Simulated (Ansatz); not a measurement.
# Sn3Se2S: the cost of one run

Computed with Ansatz 0.2.0 (DFT PBE, scalar-relativistic, plane waves, PAW, unless a step's input says otherwise).

1 further run of the same task is left out (set aside as unsound or not needed).

## 1. Starting point

Symmetry: I4/mmm, No. 139, tetragonal system. Conventional cell: a = 4.241 Å, b = 4.241 Å, c = 17.970 Å, α = 90.00°, β = 90.00°, γ = 90.00°. Around Sn (site symmetry 4/mmm) lie 2 Se at 3.00 Å and 4 S at 3.00 Å. Sn (site symmetry 4mm) has 1 S at 2.92 Å and 5 Se at 3.00 to 3.07 Å as nearest neighbours. Se (site symmetry 4mm) has 6 Sn at 3.00 to 3.07 Å as nearest neighbours. S (site symmetry 4/mmm) is surrounded by 6 Sn at 2.92 to 3.00 Å.

As a file:

```
Sn Se S
1.0
    -2.12070    2.12070    8.98490
     2.12070   -2.12070    8.98490
     2.12070    2.12070   -8.98490
Sn Se S
3 2 1
Direct
  0.00000 0.00000 0.00000
  0.33748 0.33748 0.00000
  0.66252 0.66252 0.00000
  0.83320 0.83320 0.00000
  0.16680 0.16680 0.00000
  0.50000 0.50000 0.00000
```

It is the end of an earlier relaxation with the same method, from a generated guess; it needn't be the stable form of this composition. At a tolerance of 0.02 Å it has space group I4/mmm (No. 139); it has 26.94 Å³/atom, an uncorrected energy of -0.42 eV/atom over the elements.

## 2. Static run: bands, density of states and charges

File input.yaml:

```yaml
crystal:
  lattice:
    - [-2.1206952373, 2.1206952373, 8.9848970178]
    - [2.1206952373, -2.1206952373, 8.9848970178]
    - [2.1206952373, 2.1206952373, -8.9848970178]
  atoms:
    - { symbol: Sn, position: [0.0, 0.0, 0.0] }
    - { symbol: Sn, position: [0.3374757051, 0.3374757051, 0.0] }
    - { symbol: Sn, position: [0.6625242949, 0.6625242949, 0.0] }
    - { symbol: Se, position: [0.8332000136, 0.8332000136, 0.0] }
    - { symbol: Se, position: [0.1667999864, 0.1667999864, 0.0] }
    - { symbol: S, position: [0.5, 0.5, 0.0] }
basis:
  ecutwfc: 420
kpoints:
  mp_grid: { grid: [12, 12, 12] }
  band_path:
    path:
      - [[0.0, 0.0, 0.0], [0.0, 0.0, 0.5], [0.25, 0.25, 0.25], [0.0, 0.5, 0.0], [0.0, 0.0, 0.0], [0.5, 0.5, -0.5], [0.26392741, 0.73607259, -0.26392741]]
      - [[-0.26392741, 0.26392741, 0.26392741], [0.0, 0.0, 0.0]]
      - [[0.0, 0.0, 0.5], [-0.02785482, 0.02785482, 0.5]]
      - [[0.5, 0.5, -0.02785482], [0.5, 0.5, -0.5]]
    npoints: 14
hamiltonian:
  xc: pbe
scf:
  occupations: { method: gaussian, width: 0.01 }
  n_extra_bands: 15
output:
  forces: true
  stress: true
  eigenvalues: true
  populations: true
  dos: { projected: true, de: 0.02, nscf_kmesh: { grid: [15, 15, 15] } }
  bader: true
  write_density: true
  write_potential: true
  elf: true
  volumetric_format: npy
```

Run with:

```
ansatz run input.yaml --threads 1 --pin off --max-ram 2560MiB --backend cpu --events-out ev --progress --plain --runs-dir out
```

Q: Estimate wall time and peak memory on 1 thread of Arm Neoverse V2, shared host.

About 3.7 min, with a peak of 1.7 GiB.
